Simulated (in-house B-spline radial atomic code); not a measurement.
# Mo⁴⁰⁺: ionisation energy by several methods

Wanted: one ionisation energy, Mo⁴⁰⁺ to configuration 1s1, up the ladder of functionals.

Method: non-relativistic, several functionals, spin-polarised, exact exchange averaged over the configuration; spherical all-electron atom at the radial basis limit. Code: in-house B-spline radial atomic code version 1.

## Step 1: The atom as given

- element: molybdenum (Z = 42)
- charge: +40
- electrons: 2
- configuration: 1s2
- nucleus: point

Where spins are not typed, each open shell is filled with up spins first.

## Step 2: CAM-B3LYP, a range-separated hybrid

Settings, as recorded:

```ini
Z = 42
electrons = 2.0
configuration = 1s2
hamiltonian = nr
method = camb3lyp
spin_polarised = True
exact_exchange = averaged over the configuration
```

On the command line:

```bash
> python run_scf.py task.json out
```

task.json lists these runs, among others, and the program works through them in turn.

From the run's result record (rounded, not every field):

```text
{
  "status": "converged",
  "scf [iteration, energy, orbital gradient]": [
    [1, -1737.28416045, 1.31],
    [2, -1737.70698661, 0.0148],
    [3, -1737.70700986, 0.00732],
    [4, -1737.70701557, 0.00363],
    [5, -1737.70701743, 3.2e-05],
    [6, -1737.70701743, 2.04e-07]
  ],
  "energy [hartree]": {"total": -1737.70701743, "kinetic": 1737.6899394, "nuclear": -3501.57041044, "coulomb": 52.0405314742, "exact_exchange": -5.11511686903, "xc": -20.7519609981},
  "orbitals [hartree, bohr; up spins, the down spins are equal]": [
    ["name", "occ", "eps", "<r>", "<r^2>", "<1/r>", "r_max", "density_at_nucleus"],
    ["1s up", 1.0, -848.22546, 0.036052, 0.0017357, 41.685, 0.023947, 23233.0]
  ],
  "sum_r [bohr^k]": {"-1": 83.37072, "1": 0.07210466, "2": 0.003471302},
  "density_at_nucleus [bohr^-3]": 46466.81,
  "spin_density_at_nucleus [bohr^-3]": 0.0,
  "mass_velocity [hartree]": -202.8211,
  "darwin [hartree]": 163.2461,
  "radius_at_0.001 [bohr]": 0.2134,
  "radius_enclosing_fraction [bohr]": {"0.5": 0.0321, "0.9": 0.06404, "0.99": 0.1013},
  "slater [hartree]": {"F0(1s up,1s up)": 26.02, "F0(1s up,1s down)": 26.02, "F0(1s down,1s down)": 26.02},
  "ionisation_energy [hartree]": 855.822023
}
```

Wall time 0.07 s (1 thread, shared host).

The run also solves the next ion with the same method; the record keeps the difference, ionisation_energy. radius_at_0.001 is where the density falls to 0.001 electrons per bohr³.

Radial density 4πr²n(r) and radial functions P(r) = rR(r):

| r (bohr) | 4πr²n | 1s down |
| --- | --- | --- |
| 0.00139 | 1.004 | 0.7085 |
| 0.00176 | 1.560 | 0.8832 |
| 0.00223 | 2.408 | 1.0972 |
| 0.00283 | 3.687 | 1.3577 |
| 0.00358 | 5.539 | 1.6643 |
| 0.00454 | 8.219 | 2.0271 |
| 0.00576 | 11.94 | 2.4435 |
| 0.00730 | 16.85 | 2.9030 |
| 0.00926 | 23.01 | 3.3918 |
| 0.0117 | 29.94 | 3.8688 |
| 0.0149 | 37.13 | 4.3090 |
| 0.0189 | 42.75 | 4.6235 |
| 0.0239 | 45.02 | 4.7443 |
| 0.0304 | 42.34 | 4.6011 |
| 0.0385 | 34.58 | 4.1580 |
| 0.0488 | 23.58 | 3.4338 |
| 0.0619 | 12.78 | 2.5278 |
| 0.0785 | 5.186 | 1.6103 |
| 0.0995 | 1.463 | 0.8552 |
| 0.126 | 0.2617 | 0.3618 |

On the record's full grid the radial density has clear maxima near r = 0.024 bohr.

X-ray form factor of the spherical density:

| sinθ/λ (1/Å) | f (electrons) |
| --- | --- |
| 0 | 2.000 |
| 0.1 | 2.000 |
| 0.2 | 1.999 |
| 0.3 | 1.998 |
| 0.4 | 1.996 |
| 0.6 | 1.991 |
| 0.8 | 1.984 |
| 1 | 1.975 |
| 1.4 | 1.951 |
| 1.8 | 1.920 |
| 2.5 | 1.849 |
| 4 | 1.646 |
| 6 | 1.322 |

## Step 3: B97-1, a global hybrid

The settings differ from step 2 so:

```diff
@@ -4,3 +4,3 @@
 hamiltonian = nr
-method = camb3lyp
+method = b97_1
 spin_polarised = True
```

Main fields:

```text
{
  "status": "converged",
  "iterations": 6,
  "energy [hartree]": {"total": -1737.76075285, "kinetic": 1737.6728728, "nuclear": -3501.55370928, "coulomb": 52.0411842091, "exact_exchange": -5.46432434196, "xc": -20.4567762356},
  "orbitals [hartree, bohr; up spins, the down spins are equal]": [
    ["name", "occ", "eps", "<r>"],
    ["1s up", 1.0, -848.26076, 0.036052]
  ],
  "sum_r [bohr^k]": {"-1": 83.37033, "1": 0.07210432, "2": 0.003471307},
  "ionisation_energy [hartree]": 855.85315
}
```

It took 0.03 s on 1 thread, shared host.

## Step 4: ωB97X, a range-separated hybrid

The settings differ from step 3 so:

```diff
@@ -4,3 +4,3 @@
 hamiltonian = nr
-method = b97_1
+method = wb97x
 spin_polarised = True
```

Main fields:

```text
{
  "status": "converged",
  "iterations": 6,
  "energy [hartree]": {"total": -1738.96610402, "kinetic": 1739.02412027, "nuclear": -3502.91918921, "coulomb": 52.0711228652, "exact_exchange": -4.39106271546, "xc": -22.7510952269},
  "orbitals [hartree, bohr; up spins, the down spins are equal]": [
    ["name", "occ", "eps", "<r>"],
    ["1s up", 1.0, -848.14965, 0.036026]
  ],
  "sum_r [bohr^k]": {"-1": 83.40284, "1": 0.07205265, "2": 0.003465375},
  "ionisation_energy [hartree]": 856.452581
}
```

Wall time 0.13 s (1 thread, shared host).

## Step 5: Results

| method | rung | total energy (hartree) | ΔSCF (eV) | −ε highest (eV) | ΔSCF less tabulated (eV) |
| --- | --- | --- | --- | --- | --- |
| B97-1 | global hybrid | -1737.7608 | 23289.0 | 23082.4 (1s up) | -521.7 |
| CAM-B3LYP | range-separated hybrid | -1737.7070 | 23288.1 | 23081.4 (1s up) | -522.5 |
| ωB97X | range-separated hybrid | -1738.9661 | 23305.3 | 23079.3 (1s up) | -505.4 |

The tabulated ionisation energy is 23810.7 ± 0.009 eV (tabulated theoretical; NIST Atomic Spectra Database). ωB97X comes nearest (-505.4 eV) and CAM-B3LYP is farthest (-522.5 eV, 2.2 %). All methods miss on the same side by much the same amount, which points to something that they share. These runs lack relativity altogether, which can outweigh the gaps between the methods, so the nearest may be so by luck. These runs leave out relativity, which matters at this nuclear charge.

What each method cost (CPU seconds, one thread, shared host; runs marked * also made radial tables):

| method | CPU time | miss (eV) |
| --- | --- | --- |
| B97-1 | 0.03 s | -521.7 |
| CAM-B3LYP* | 0.07 s | -522.5 |
| ωB97X | 0.13 s | -505.4 |
